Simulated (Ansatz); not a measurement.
# CuH8: the cost of one run

Method: DFT PBE, Gaussian basis def2-TZVPP, and further levels as typed in the inputs, in Ansatz 0.2.0.

### Step 1. The structure to begin with

Bond lengths: Cu1–H2 1.904 Å, Cu1–H3 1.906 Å, Cu1–H4 1.821 Å, Cu1–H5 1.820 Å, Cu1–H6 1.812 Å, Cu1–H7 1.813 Å, Cu1–H8 1.825 Å, Cu1–H9 1.826 Å. Angles (14 of 28 angles, heavy atoms first): H2–Cu1–H3 23.3°, H2–Cu1–H4 96.7°, H2–Cu1–H5 99.8°, H2–Cu1–H6 117.7°, H2–Cu1–H7 118.0°, H2–Cu1–H8 101.9°, H2–Cu1–H9 98.2°, H3–Cu1–H4 114.6°, H3–Cu1–H5 109.6°, H3–Cu1–H6 95.8°, H3–Cu1–H7 94.9°, H3–Cu1–H8 106.0°, H3–Cu1–H9 111.6°, H4–Cu1–H5 24.6°.

As a file:

```xyz
9

Cu   -0.0522   -0.0421   -0.0601
H     1.2026    0.7021    1.1630
H     0.8276    1.3302    0.9278
H     1.0585   -1.3031   -0.7618
H     1.0930   -0.7373   -1.2921
H    -0.7577    1.0580   -1.3159
H    -1.3076    1.0580   -0.7668
H    -1.3002   -0.7529    1.0657
H    -0.7640   -1.3129    1.0402
```

### Step 2. Relaxing the atoms: CuH8, charge +1

It takes the final geometry of an earlier run.

File input.yaml:

```yaml
relax:
  f_tol: 0.001
  max_steps: 200
crystal:
  periodic: [false, false, false]
  atoms:
    - { symbol: Cu, position_ang: [-0.05216118, -0.04210839, -0.06014573] }
    - { symbol: H, position_ang: [1.20257889, 0.70205499, 1.1630249] }
    - { symbol: H, position_ang: [0.82764454, 1.33020804, 0.92776641] }
    - { symbol: H, position_ang: [1.05849083, -1.30306858, -0.76181083] }
    - { symbol: H, position_ang: [1.09297268, -0.73730851, -1.29213107] }
    - { symbol: H, position_ang: [-0.7576874, 1.05798674, -1.31589586] }
    - { symbol: H, position_ang: [-1.30760235, 1.05802001, -0.76675536] }
    - { symbol: H, position_ang: [-1.30019076, -0.75288016, 1.06570373] }
    - { symbol: H, position_ang: [-0.76404525, -1.31290316, 1.04024381] }
total_charge: 1
basis:
  gaussian: { orbitals: def2-TZVPP }
hamiltonian:
  xc: pbe
```

Command:

```bash
ansatz run input.yaml --threads 4 --pin off --max-ram 12288MiB --backend cpu --events-out ev --progress --plain --runs-dir out
```

What time and memory should one allow on 4 threads of Arm Neoverse V2, shared host?

About 11 s, with a peak of 0.2 GiB.
